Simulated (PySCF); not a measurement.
**[GdF4]−: other functionals and bases at one geometry**

One table from this session's results is given with a row withheld; the runs are named, their logs left out.

The runs use PySCF 2.14.0; several levels, as the steps say, no spin–orbit coupling.

1 further run of the same task is left out (for a known fault of the program).

## Starting geometry

5 atoms, charge -1, spin multiplicity 1.

Bond lengths: Gd1–F2 2.094 Å, Gd1–F3 2.094 Å, Gd1–F4 2.094 Å, Gd1–F5 2.094 Å. Angles: F2–Gd1–F3 109.5°, F2–Gd1–F4 109.5°, F2–Gd1–F5 109.5°, F3–Gd1–F4 109.5°, F3–Gd1–F5 109.5°, F4–Gd1–F5 109.5°.

Geometry (Å):

```
Gd    0.0000    0.0000    0.0000
F     1.2092    1.2092    1.2092
F    -1.2092   -1.2092    1.2092
F     1.2092   -1.2092   -1.2092
F    -1.2092    1.2092   -1.2092
```

Formal oxidation states: Gd +3. Each metal's 7 4f electrons lie in its core potential, so multiplicities, spins and levels count the valence alone. An earlier session relaxed this geometry at PBE0, Gd lcecp-1-SVP with ECP53, F def2-SVP (singlet, point group Td).

At PBE0 on the finer grid: E = -434.984347 Eh, HOMO -4.88 eV, LUMO 3.79 eV, Mulliken charge on Gd1 +1.06 e, largest force component 0.004 eV/Å. 

Levels to run: BP86; revPBE; PBE0, TZVP. Hardware: 2 threads of Arm Neoverse V1, shared host.

Set-up of the first run:

run.py (the lines that set the calculation) reads:

```python
mol = gto.M(atom='''
Gd     0.00000     0.00000     0.00000
F      1.20925     1.20925     1.20925
F     -1.20925    -1.20925     1.20925
F      1.20925    -1.20925    -1.20925
F     -1.20925     1.20925    -1.20925''',
    basis={'Gd': 'lcecp-1-SVP', 'F': 'def2-SVP'},
    ecp={'Gd': 'lcecp-1-SVP'},
    charge=-1, spin=0)
mf = dft.RKS(mol, xc='B88,P86')
mf.grids.atom_grid = (75, 302)  # f atoms: unpruned, at least (60, 302)
mf = mf.density_fit()  # fitting sets: Gd AutoAux, F def2-universal-JKFIT
mf.conv_tol = 1e-08; mf.max_cycle = 55
mf.kernel(dm0)  # dm0: the density of the relaxed state
```

Started as:

```
$ OMP_NUM_THREADS=2 python run.py
```

Steps of the session up to this table: BP86; revPBE; PBE0, TZVP.

One table of the session follows, with a row left open; its other results are not shown here.

```
              level  HOMO (eV)  gap (eV)  charge on Gd1 (e)  largest force component (eV/Å)
PBE0 (relaxed here)      -4.88      8.67               1.06                            0.00
               BP86      -2.98      6.35               0.81                            0.11
             revPBE      -2.81      6.05               0.82                            0.21
         PBE0, TZVP          ?         ?                  ?                               ?
```

**Question.** Estimate the row for PBE0, TZVP.

**Answer.** HOMO (eV): -5.23; gap (eV): 8.88; charge on Gd1 (e): 1.55; largest force component (eV/Å): 0.14. In the column «HOMO (eV)» it is the lowest.

In one basis the HOMO–LUMO gap runs from 6.05 eV (revPBE) to 8.67 eV (PBE0). The largest leftover force, 0.21 eV/Å with revPBE, stands at a geometry relaxed at another level. With 4f in the core, its levels are missing from HOMO and gap, and its count is fixed, so no charge can pass from the ligands into it. Total energies of different levels can't be compared.
